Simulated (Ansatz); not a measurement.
Crystal: Zr2Zn2N3.

```
Zr Zn N
1.0
     3.22041    0.00000    0.00000
    -1.61020    2.78895    0.00000
     0.00000    0.00000   10.27858
Zr Zn N
2 2 3
Cartesian
  0.0000 1.8593 1.3876
  1.6102 0.9297 8.8909
  1.6102 0.9297 6.0867
  0.0000 1.8593 4.1919
  0.0000 0.0000 0.0000
  1.6102 0.9297 2.5883
  0.0000 1.8593 7.6903
```

The cell comes from a database or a generator and needn't be the stable form of this composition.

Base run:

| Property | Result |
| --- | --- |
| Program | Ansatz 0.2.0 |
| Functional | PBE |
| Potentials or basis | Ansatz PAW |
| Cutoff | 420 eV (not typed: the program's choice for these potentials) |
| k mesh | 10 × 10 × 3 |
| Occupations | gaussian, width 0.1 eV |
| Spin | no spin polarisation |

Its results: band gap on the k mesh none (metal or under the smearing width); pressure -2.5 GPa; largest force 0.199 eV/Å.

The run is repeated on the same cell with these changes: functional from PBE to LDA; occupations from gaussian, width 0.1 eV to gaussian, width 0.02 eV. What comes out?

Band gap on the k mesh none (metal or under the smearing width); pressure -12.5 GPa; largest force 0.366 eV/Å.

Caveats: the PAW data sets come from PBE, with cores solved anew for the run's functional, which leaves a small shift of forces and pressure (some runs).
